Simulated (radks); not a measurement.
**Exchange and kinetic functionals tested on atomic densities: Gd³⁺, Ge²⁺, Ar, Al¹⁰⁺, Br²⁺, Xe²⁵⁺**

One table from this session's results is given with a row withheld; the runs are named, their logs left out.

Program: radks (a radial shooting solver on a logarithmic mesh, Libxc functionals) version 1. Level of theory: non-relativistic Kohn-Sham, exchange-only LDA, spin-polarised, spherical densities, point nucleus; open shells are filled with parallel spins first. These are calculated values, not measurements, unless marked.

### Starting point

* species: Gd³⁺ ([Xe] 4f7), Ge²⁺ ([Ar] 3d10 4s2), Ar ([Ar]), Al¹⁰⁺ ([He] 2s1), Br²⁺ ([Ar] 3d10 4s2 4p3), Xe²⁵⁺ ([Ar] 3d10 4s1)

Set-up of the first run:

Input:

```text
Z 64
configuration [Xe] 4f7
relativity non-relativistic
functional lda,
spin polarised
nucleus point
```

Among the steps run: Gd³⁺, [Xe] 4f7.

One table of the session follows, with a row left open; its other results are not shown here.

It belongs to the step «Gd³⁺, [Xe] 4f7». From the orbitals of this run (lengths in bohr):

| level | <r> | outermost maximum (interpolated) | 90 % within | nodes |
| --- | --- | --- | --- | --- |
| 4d up | 0.6364 | 0.560 | 0.955 | 1 |
| 4d down | ? | ? | ? | ? |
| 5s up | 1.400 | 1.26 | 2.01 | 4 |
| 5s down | 1.427 | 1.28 | 2.05 | 4 |
| 5p up | 1.553 | 1.37 | 2.26 | 3 |
| 5p down | 1.592 | 1.40 | 2.32 | 3 |
| 4f up | 0.8077 | 0.554 | 1.36 | 0 |
| 4f down | 0.8434 | 0.557 | 1.44 | 0 |

**Question.** Estimate the row for 4d down.

The run gave: <r>: 0.6380; outermost maximum (interpolated): 0.560; 90 % within: 0.959; nodes: 1. In the column «<r>» it lies between 4d up (0.6364) and 4f up (0.8077).
